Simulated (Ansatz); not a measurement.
**BFH₂OS: one structure at several levels**

The task here is to estimate one member of a computed series from the others.

The runs use Ansatz 0.2.0, Gaussian basis; single points in def2-TZVPP.

Correlated methods freeze the cores.

### The starting structure

6 atoms, charge 0, spin multiplicity 1.

Atoms are counted from 1 here; the program's logs count them from 0.

Bond lengths: O1–B2 1.250 Å, O1–H5 0.979 Å, B2–F3 1.347 Å, B2–S4 1.824 Å, S4–H6 1.327 Å. Angles: B2–O1–H5 118.5°, O1–B2–F3 122.6°, O1–B2–S4 121.1°, F3–B2–S4 116.2°, B2–S4–H6 97.6°.

Coordinates:

```mol
BFH2OS
  3D, bonds by distance, orders not assigned

  6  5  0  0  0  0  0  0  0  0999 V2000
    1.2331    0.6524   -0.1540 O   0  0
    0.1803   -0.0109   -0.0323 B   0  0
    0.1812   -1.3389    0.1933 F   0  0
   -1.4504    0.8065   -0.0167 S   0  0
    2.0891    0.1791   -0.1243 H   0  0
   -2.1880   -0.2766    0.1943 H   0  0
  1  2  8  0
  1  5  8  0
  2  3  8  0
  2  4  8  0
  4  6  8  0
M  END
```

Set-up of the first run:

Input file run/in.yaml:

```yaml
crystal:
  periodic: [false, false, false]
  atoms:
    - {symbol: O, position_ang: [1.233100, 0.652400, -0.154000]}
    - {symbol: B, position_ang: [0.180300, -0.010900, -0.032300]}
    - {symbol: F, position_ang: [0.181200, -1.338900, 0.193300]}
    - {symbol: S, position_ang: [-1.450400, 0.806500, -0.016700]}
    - {symbol: H, position_ang: [2.089100, 0.179100, -0.124300]}
    - {symbol: H, position_ang: [-2.188000, -0.276600, 0.194300]}
basis:
  gaussian: {orbitals: def2-TZVPP}
correlation: {method: ccsd_t}
output: {forces: true}
```

The command line of these runs was not kept.

Among the steps run: CCSD(T)/def2-TZVPP; PBE0-D4/def2-TZVPP; wB97M-V/def2-TZVPP; r2SCAN-D4/def2-TZVPP; PBE-D4/def2-TZVPP; LC-wPBE/def2-TZVPP; r2SCAN0-D4/def2-TZVPP.

One of the session's tables, all rows but one given; the rest of the session is left out.

| method | RMS force component (eV/Å) | angle to CCSD(T) forces (°) | dipole (D) |
| --- | --- | --- | --- |
| CCSD(T) | 2.139 | reference | 1.79 |
| PBE0-D4 | 2.002 | 2.2 | 1.81 |
| wB97M-V | 2.031 | 1.3 | 1.84 |
| r2SCAN-D4 | 2.020 | 1.5 | 1.83 |
| PBE-D4 | 2.069 | 6.6 | 1.77 |
| LC-wPBE | 2.018 | 3.4 | 1.90 |
| r2SCAN0-D4 | ? | ? | ? |

**Question.** Estimate the row for r2SCAN0-D4.

The run gave: RMS force component (eV/Å): 1.986; angle to CCSD(T) forces (°): 4.9; dipole (D): 1.84. In the column «RMS force component (eV/Å)» it is the lowest.
